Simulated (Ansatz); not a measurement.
# C₂H₁₀N₂Si: one species, many methods

The task here is to estimate one member of a computed series from the others.

Computed with Ansatz 0.2.0, Gaussian basis. Level: functionals in def2-TZVPP, the program's frozen cores in correlated methods.

The runs, in order: LDA (SPW92), PBE-D4, revPBE-D4, BLYP-D4, r2SCAN-D4, B97M-V, PBE0-D4, B3LYP-D4, r2SCANh-D4, r2SCAN0-D4, HSE06-D4, BHLYP-D4, CAM-B3LYP-D4, LC-ωPBE, ωB97X-V, ωB97M-V, B2PLYP, PBE-QIDH; CCSD(T)/def2-SVP; CCSD(T)/def2-TZVPP; MP2/def2-QZVPP; extrapolation to the limit; RPA on PBE.

### The relaxed structure

All runs share one geometry, relaxed beforehand with PBE0-D4 in a triple-zeta def2 set.

15 atoms, charge 0, spin multiplicity 1.

Atoms are counted from 1 here; the program's logs count them from 0.

Bond lengths: C1–N2 1.445 Å, C1–H6 1.097 Å, C1–H7 1.095 Å, C1–H8 1.092 Å, N2–Si3 1.710 Å, N2–H9 1.008 Å, Si3–N4 1.710 Å, Si3–H10 1.495 Å, Si3–H11 1.495 Å, N4–C5 1.445 Å, N4–H12 1.008 Å, C5–H13 1.092 Å, C5–H14 1.095 Å, C5–H15 1.097 Å. Angles: N2–C1–H6 113.4°, N2–C1–H7 111.3°, N2–C1–H8 109.4°, H6–C1–H7 107.9°, H6–C1–H8 107.3°, H7–C1–H8 107.3°, C1–N2–Si3 125.6°, C1–N2–H9 113.9°, Si3–N2–H9 117.8°, N2–Si3–N4 108.1°, N2–Si3–H10 103.3°, N2–Si3–H11 117.8°, N4–Si3–H10 117.8°, N4–Si3–H11 103.3°, H10–Si3–H11 107.3°, Si3–N4–C5 125.6°, Si3–N4–H12 117.8°, C5–N4–H12 113.9° and more.

Geometry (Å):

```mol
C2H10N2Si
  3D, bonds by distance, orders not assigned

 15 14  0  0  0  0  0  0  0  0999 V2000
   -0.4880    0.0979   -2.6817 C   0  0
   -0.7076   -0.0712   -1.2637 N   0  0
    0.3507    0.4441   -0.0229 Si  0  0
    0.1689   -0.6179    1.3054 N   0  0
    0.3562   -0.2681    2.6947 C   0  0
   -0.9898    0.9804   -3.0987 H   0  0
   -0.8261   -0.7784   -3.2446 H   0  0
    0.5817    0.2124   -2.8713 H   0  0
   -1.6686   -0.2496   -1.0175 H   0  0
    1.6820    0.4888   -0.7025 H   0  0
    0.1146    1.7923    0.5795 H   0  0
    0.2111   -1.6085    1.1241 H   0  0
    0.2232    0.8091    2.8180 H   0  0
   -0.3836   -0.7623    3.3332 H   0  0
    1.3534   -0.5200    3.0774 H   0  0
  1  2  8  0
  2  3  8  0
  3  4  8  0
  4  5  8  0
  1  6  8  0
  1  7  8  0
  1  8  8  0
  2  9  8  0
  3 10  8  0
  3 11  8  0
  4 12  8  0
  5 13  8  0
  5 14  8  0
  5 15  8  0
M  END
```

Set-up of the first run:

in.yaml reads:

```yaml
crystal:
  periodic: [false, false, false]
  atoms:
    - {symbol: C, position_ang: [-0.487982, 0.097948, -2.681737]}
    - {symbol: N, position_ang: [-0.707636, -0.071160, -1.263700]}
    - {symbol: Si, position_ang: [0.350727, 0.444142, -0.022895]}
    - {symbol: N, position_ang: [0.168924, -0.617856, 1.305390]}
    - {symbol: C, position_ang: [0.356172, -0.268117, 2.694740]}
    - {symbol: H, position_ang: [-0.989778, 0.980361, -3.098683]}
    - {symbol: H, position_ang: [-0.826053, -0.778351, -3.244599]}
    - {symbol: H, position_ang: [0.581736, 0.212369, -2.871295]}
    - {symbol: H, position_ang: [-1.668619, -0.249583, -1.017482]}
    - {symbol: H, position_ang: [1.682019, 0.488799, -0.702518]}
    - {symbol: H, position_ang: [0.114614, 1.792341, 0.579471]}
    - {symbol: H, position_ang: [0.211061, -1.608467, 1.124130]}
    - {symbol: H, position_ang: [0.223178, 0.809116, 2.818009]}
    - {symbol: H, position_ang: [-0.383560, -0.762255, 3.333208]}
    - {symbol: H, position_ang: [1.353396, -0.519989, 3.077362]}
basis:
  gaussian: {orbitals: def2-TZVPP}
hamiltonian: {xc: lda}
output: {orbitals: {seedname: orbitals}}
```

Steps of the session up to this table: LDA; PBE-D4 (GGA); revPBE-D4 (GGA); BLYP-D4 (GGA); r2SCAN-D4 (meta-GGA); B97M-V (meta-GGA); PBE0-D4 (hybrid); B3LYP-D4 (hybrid); r2SCANh-D4 (hybrid); r2SCAN0-D4 (hybrid); HSE06-D4 (hybrid); BHLYP-D4 (hybrid); CAM-B3LYP-D4 (range-separated); LC-ωPBE-D4 (range-separated; the results give it without D4); ωB97X-V (range-separated); ωB97M-V (range-separated); B2PLYP (double hybrid); PBE-QIDH (double hybrid).

One table of the session follows, with a row left open; its other results are not shown here.

It belongs to the step «Frontier levels by functional». 

```
  functional  HOMO (eV)  LUMO (eV)  gap (eV)
 LDA (SPW92)      -5.34      -0.06      5.28
      PBE-D4      -5.24       0.16      5.40
   revPBE-D4      -5.19       0.26      5.46
     BLYP-D4      -5.13       0.23      5.36
   r2SCAN-D4      -5.50       0.69      6.19
      B97M-V          ?          ?         ?
     PBE0-D4      -6.58       0.99      7.57
    B3LYP-D4      -6.37       0.72      7.08
  r2SCANh-D4      -6.01       0.95      6.96
  r2SCAN0-D4      -6.77       1.33      8.09
    HSE06-D4      -6.18       0.62      6.79
    BHLYP-D4      -7.87       1.70      9.56
CAM-B3LYP-D4      -7.98       1.84      9.82
     LC-ωPBE      -9.33       3.08     12.41
     ωB97X-V      -9.00       2.89     11.89
     ωB97M-V      -8.91       2.49     11.40
```

Q: Estimate the row for B97M-V from the others.

The run gave: HOMO (eV): -5.67; LUMO (eV): 0.33; gap (eV): 6.01. In the column «HOMO (eV)» it lies between r2SCANh-D4 (-6.01) and r2SCAN-D4 (-5.50).
